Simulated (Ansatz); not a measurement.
**Te: strong compression**

An exercise on one series of results from a longer session: the logs are not shown, and one member is left open.

Computed with Ansatz 0.2.0 (DFT, PBEsol, PAW with Ansatz's default frozen-core files, scalar-relativistic, unless a step's input says otherwise).

**The system as given**

It takes space group Fd-3m (No. 227, cubic). Conventional cell: a = 6.619 Å, b = 6.619 Å, c = 6.619 Å, α = 90.00°, β = 90.00°, γ = 90.00°. Te (site symmetry -43m) is surrounded by 4 Te at 2.87 Å.

Coordinates:

```cif
data_structure
_symmetry_space_group_name_H-M 'P 1'
_symmetry_Int_Tables_number 1
_cell_length_a 4.6804
_cell_length_b 4.6804
_cell_length_c 4.6804
_cell_angle_alpha 60.000
_cell_angle_beta 60.000
_cell_angle_gamma 60.000
_cell_volume 72.50
loop_
_atom_site_label
_atom_site_type_symbol
_atom_site_fract_x
_atom_site_fract_y
_atom_site_fract_z
_atom_site_occupancy
Te1 Te 0.87500 0.87500 0.87500 1
Te2 Te 0.12500 0.12500 0.12500 1
```

Whether this phase is the stable one at these pressures isn't tested.

Atoms are numbered in the order of the input: Te1, Te2.

The first run:

Contents of input.yaml:

```yaml
crystal:
  lattice:
    - [0.0, 3.309552974, 3.309552974]
    - [3.309552974, 0.0, 3.309552974]
    - [3.309552974, 3.309552974, 0.0]
  atoms:
    - { symbol: Te, position: [-0.125, -0.125, -0.125] }
    - { symbol: Te, position: [0.125, 0.125, 0.125] }
kpoints:
  mp_grid: { grid: [10, 10, 10] }
scf:
  occupations: { method: fermi_dirac, width: 0.1 }
hamiltonian:
  xc: pbesol
  pseudopotentials: { kind: paw }
output:
  forces: true
  stress: true
relax:
  f_tol: 0.005
  max_steps: 40
  cell: {}
```

The run is started by

```bash
> ansatz run input.yaml --threads 1 --pin off --max-ram 2048MiB --backend cpu --events-out ev --progress --plain --runs-dir out
```

Among the steps run: Cell relaxed at zero pressure, PAW; Volume scaled by 1, PAW; Volume scaled by 0.88, PAW; Volume scaled by 0.78, PAW; Volume scaled by 0.68, PAW; Volume scaled by 0.58, PAW; Volume scaled by 0.5, PAW; Volume scaled by 0.43, PAW; Volume scaled by 0.43, PAW (cutoff 1000 eV).

One table of the session follows, with a row left open; its other results are not shown here.

| method | volume over the first | volume (Å³/atom) | pressure (GPa) |
| --- | --- | --- | --- |
| PAW | 1 | 43.943 | 0.03 |
| PAW | 0.88 | 38.670 | 5.15 |
| PAW | 0.78 | ? | ? |
| PAW | 0.68 | 29.881 | 26.52 |
| PAW | 0.58 | 25.487 | 52.65 |
| PAW | 0.5 | 21.972 | 92.03 |
| PAW | 0.43 | 18.896 | 154.62 |
| PAW (cutoff 1000 eV) | 0.43 | 18.896 | 154.54 |

Estimate the missing values for PAW, 0.78.

**Answer.** volume (Å³/atom): 34.276; pressure (GPa): 12.83. In the column «volume (Å³/atom)» it lies between PAW, 0.68 (29.881) and PAW, 0.88 (38.670).
